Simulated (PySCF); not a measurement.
# H9HgN3 (Hg(NH3)32+): the cost of one run

Program: PySCF 2.14.0. Level of theory: TPSS, Hg def2-SVP with ECP60, N def2-SVP, H def2-SVP; scalar-relativistic core potentials, no spin–orbit coupling. These are calculated values, not measurements.

3 further runs of the same task are left out: 2 for a known fault of the program, 1 that didn't finish.

## (1) The system as given

13 atoms, charge 2, spin multiplicity 1.

Bond lengths: Hg1–N2 2.120 Å, Hg1–N6 2.120 Å, Hg1–N10 2.120 Å, N2–H3 1.020 Å, N2–H4 1.020 Å, N2–H5 1.020 Å, N6–H7 1.020 Å, N6–H8 1.020 Å, N6–H9 1.020 Å, N10–H11 1.020 Å, N10–H12 1.020 Å, N10–H13 1.020 Å. Angles: N2–Hg1–N6 120.0°, N2–Hg1–N10 120.0°, N6–Hg1–N10 120.0°, Hg1–N2–H3 113.0°, Hg1–N2–H4 113.0°, Hg1–N2–H5 113.0°, H3–N2–H4 105.8°, H3–N2–H5 105.8°, H4–N2–H5 105.8°, Hg1–N6–H7 113.0°, Hg1–N6–H8 113.0°, Hg1–N6–H9 113.0°, H7–N6–H8 105.8°, H7–N6–H9 105.8°, H8–N6–H9 105.8°, Hg1–N10–H11 113.0°, Hg1–N10–H12 113.0°, Hg1–N10–H13 113.0° and more.

Geometry (Å):

```
Hg    0.0000    0.0000    0.0000
N     2.1200    0.0000    0.0000
H     2.5180   -0.4696    0.8133
H     2.5180   -0.4696   -0.8133
H     2.5180    0.9392    0.0000
N    -1.0600    1.8360    0.0000
H    -0.8523    2.4154    0.8133
H    -0.8523    2.4154   -0.8133
H    -2.0723    1.7110    0.0000
N    -1.0600   -1.8360    0.0000
H    -1.6656   -1.9458    0.8133
H    -1.6656   -1.9458   -0.8133
H    -0.4456   -2.6502    0.0000
```

Formal oxidation states: Hg +2.

## (2) SCF at the start, singlet

run.py (the lines that set the calculation)

```python
mol = gto.M(atom='''
Hg     0.00000     0.00000     0.00000
N      2.12000     0.00000     0.00000
H      2.51800    -0.46960     0.81330
H      2.51800    -0.46960    -0.81330
H      2.51800     0.93920     0.00000
N     -1.06000     1.83600     0.00000
H     -0.85230     2.41540     0.81330
H     -0.85230     2.41540    -0.81330
H     -2.07230     1.71100     0.00000
N     -1.06000    -1.83600     0.00000
H     -1.66560    -1.94580     0.81330
H     -1.66560    -1.94580    -0.81330
H     -0.44560    -2.65020     0.00000''',
    basis={'Hg': 'def2-SVP', 'N': 'def2-SVP', 'H': 'def2-SVP'},
    ecp={'Hg': 'def2-SVP'},
    charge=2, spin=0)
mf = dft.RKS(mol, xc='TPSS')
mf.grids.atom_grid = (50, 194)
mf = mf.density_fit()  # fitting sets: Hg def2-universal-JKFIT, N def2-universal-JKFIT, H def2-universal-JKFIT
mf.conv_tol = 1e-08; mf.max_cycle = 55
mf.kernel(dm0)  # dm0: free metal ions and neutral atoms
```

On the command line:

```console
OMP_NUM_THREADS=2 python run.py
```

**Question.** How long does this run take on 2 threads of Arm Neoverse V1, shared host, and how much memory does it need?

About 6.1 s, with a peak of 0.79 GiB.
